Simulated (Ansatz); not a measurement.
# NbSi in Ansatz: the effect of Hubbard term

NbSi:

```
Nb Si
1.0
     0.00000    2.57383    2.57383
     2.57383    0.00000    2.57383
     2.57383    2.57383    0.00000
Nb Si
1 1
Direct
  0.00000 0.00000 0.00000
  0.50000 0.50000 0.50000
```

The cell was built by a generator and needn't be a form met in nature.

Alike in all runs:

| Quantity | Value |
| --- | --- |
| Program | Ansatz 0.2.0 |
| Task | projected density of states |
| Functional | LDA |
| Potentials or basis | Ansatz PAW |
| Cutoff | 420 eV |
| Density cutoff | 1680 eV |
| k mesh | 9 × 9 × 9 |
| Occupations | fermi-dirac, width 0.05 eV |
| Spin | no spin polarisation |
| Hubbard projectors | ortho-atomic (the default) |
| Double counting | fll (the default) |

**Question.** One run gave: pressure -3.7 GPa. Which Hubbard term did it use?
A. Nb d U = 2 eV
B. Nb d U = 6 eV
C. none
D. Nb d U = 3 eV
E. Nb d U = 4 eV

**Answer.** B.

```csv
Hubbard term,pressure (GPa)
none,-7.2
Nb d U = 1 eV,-6.9
Nb d U = 2 eV,-6.5
Nb d U = 3 eV,-6.1
Nb d U = 4 eV,-5.6
Nb d U = 5 eV,-4.9
Nb d U = 6 eV,-3.7
Nb d U = 8 eV,0.3
```

Caveats: the PAW data sets come from PBE, with cores solved anew for the run's functional, which leaves a small shift of forces and pressure; the density of states is complete only up to the lowest level of the last band computed; U without spin polarisation on a metal has little footing (some runs); the U is typed as a test and isn't derived for this compound (some runs).

Not every run made on this cell is shown here.
